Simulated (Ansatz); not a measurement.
# B2P3: the cost of one run

Computed with Ansatz 0.2.0 (DFT PBE, scalar-relativistic, plane waves, PAW, unless a step's input says otherwise).

1 further run of the same task is left out (set aside as unsound or not needed). Runs told in other sessions of the task aren't counted.

## Step 1: The structure to begin with

It takes space group R32 (No. 155, trigonal). The conventional cell has a = 6.137 Å, b = 6.137 Å, c = 6.998 Å, α = 90.00°, β = 90.00°, γ = 120.00°. Around B (site symmetry 3) lie 1 B at 1.82 Å and 3 P at 1.94 Å. P (site symmetry 2) is surrounded by 2 B at 1.94 Å.

As a file:

```
CELL_PARAMETERS angstrom
3.06865 1.77169 2.33280
-3.06865 1.77169 2.33280
0.00000 -3.54337 2.33280
ATOMIC_POSITIONS crystal
B 0.37012 0.37012 0.37012
B 0.62988 0.62988 0.62988
P 0.00000 0.37974 0.62026
P 0.62026 0.00000 0.37974
P 0.37974 0.62026 0.00000
```

It is the end of an earlier relaxation with the same method, from a database cell with other species swapped in; it is a trial structure. At a tolerance of 0.05 Å it has space group R32 (No. 155); it has 15.22 Å³/atom, an uncorrected energy of +0.23 eV/atom over the elements.

## Step 2: Electronic structure at the relaxed geometry

Contents of input.yaml:

```yaml
crystal:
  lattice:
    - [3.0686507722, 1.7716863494, 2.3327962671]
    - [-3.0686507722, 1.7716863494, 2.3327962671]
    - [0.0, -3.5433726988, 2.3327962671]
  atoms:
    - { symbol: B, position: [0.3701195837, 0.3701195837, 0.3701195837] }
    - { symbol: B, position: [0.6298804163, 0.6298804163, 0.6298804163] }
    - { symbol: P, position: [0.0, 0.3797435509, 0.6202564491] }
    - { symbol: P, position: [0.6202564491, 0.0, 0.3797435509] }
    - { symbol: P, position: [0.3797435509, 0.6202564491, 0.0] }
basis:
  ecutwfc: 420
kpoints:
  mp_grid: { grid: [12, 12, 12] }
  band_path:
    path:
      - [[0.0, 0.0, 0.0], [0.5, 0.0, 0.0], [0.5, -0.5, 0.5], [0.45562066, -0.54437934, 0.45562066]]
      - [[0.45562066, 0.45562066, 0.45562066], [0.0, 0.0, 0.0], [0.5, -0.5, 0.0]]
    npoints: 14
hamiltonian:
  xc: pbe
scf:
  occupations: { method: gaussian, width: 0.1 }
  n_extra_bands: 12
output:
  forces: true
  stress: true
  eigenvalues: true
  populations: true
  dos: { projected: true, de: 0.02, nscf_kmesh: { grid: [15, 15, 15] } }
  bader: true
```

On the command line:

```sh
$ ansatz run input.yaml --threads 1 --pin off --max-ram 2560MiB --backend cpu --events-out ev --progress --plain --runs-dir out
```

What time and memory should one allow on 1 thread of Arm Neoverse V1, shared host?

About 2.6 min, with a peak of 0.61 GiB.
